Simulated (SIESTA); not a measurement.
TiMo3:

```
Mo Ti
1.0
    -1.58260    2.21052    4.47508
     1.58260   -2.21052    4.47508
     1.58260    2.21052   -4.47508
Mo Ti
3 1
Direct
  0.00000 0.50000 0.50000
  0.24341 0.24341 0.00000
  0.75659 0.75659 0.00000
  0.50000 0.00000 0.50000
```

The cell comes from a database or a generator and needn't be the stable form of this composition.

```yaml
Program: SIESTA 5.4.2
Task: single point
Functional: PBEsol
Potentials_or_basis: PseudoDojo 0.4 standard (PBEsol files)
Basis: DZP (energy shift 0.003 Ry; two zetas on semicore shells)
Grid_cutoff: 800 Ry
Energy_shift: 0.003 Ry
k_mesh: 10 × 10 × 10
Occupations: fermi-dirac, width 0.05 eV
Spin: no spin polarisation
```

On this cell: pressure -3.2 GPa; largest force 0.141 eV/Å; band gap on the k mesh none (metal or under the smearing width).

The same run follows on a disturbed copy (atoms moved at random, drawn with an rms of 0.05 Å):

```
CELL_PARAMETERS angstrom
-1.58260 2.21052 4.47508
1.58260 -2.21052 4.47508
1.58260 2.21052 -4.47508
ATOMIC_POSITIONS crystal
Mo 0.99497 0.49162 0.49281
Mo 0.24314 0.24361 0.99407
Mo 0.76832 0.75159 0.99974
Ti 0.49369 0.99718 0.49506
```

What changes?

The energy (extrapolated to zero smearing) moves by +14.0 meV/atom; pressure -2.6 GPa; largest force 1.131 eV/Å; band gap on the k mesh none (metal or under the smearing width).

Forces on the atoms (eV/Å):
```
Mo   0.056  0.033  0.833
Mo  -0.102  0.453 -0.416
Mo   0.185 -0.734 -0.841
Ti  -0.139  0.248  0.425
```

Stress tensor (GPa, compression positive):
```
-3.12 -0.02 -0.02
-0.02 -2.33  0.16
-0.02  0.16 -2.41
```

Caveats: the basis of atomic orbitals isn't converged, which shifts pressures, moduli and gaps.
